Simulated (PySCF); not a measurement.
# Cl3FSi (trichlorofluorosilane): the cost of one run

Computed with PySCF 2.14.0, with density-fitted response routines of our own, on a single molecule in the gas phase. Atoms count from 0, in the outputs and in this text.

**1. The starting structure**

5 atoms, charge 0, multiplicity 1; geometry from: GFN2-xTB. The atoms were then displaced at random by about 0.01 Å, so the start is not that level's minimum.

Bonds of the start (Å): F0–Si1 1.62, Si1–Cl2 1.98, Si1–Cl3 2.00, Si1–Cl4 1.99.

**2. Optimising the geometry at PBE0-D3(BJ)/def2-SVP**

The job: settings as JSON, then the geometry in Å.

```
{"job": {"xc": "PBE0", "basis": "def2-SVP", "d3": "d3bj", "grid": 1, "shake": 0.01, "kind": "geom"}, "charge": 0, "multiplicity": 1}
F      0.039030     0.014250     1.614320
Si    -0.003810    -0.004410    -0.001610
Cl     1.762100    -0.717500    -0.550740
Cl    -0.254800     1.884920    -0.591620
Cl    -1.508960    -1.211220    -0.508240
```

Started as:

```bash
$ OMP_NUM_THREADS=1 python probes_run.py task.json out
```

The driver reads the jobs from task.json and runs them one after another.

Q: Estimate the wall time and peak memory of this first job on 1 thread of Arm Neoverse V1, shared host.

About 26 s, with a peak of 0.37 GiB.
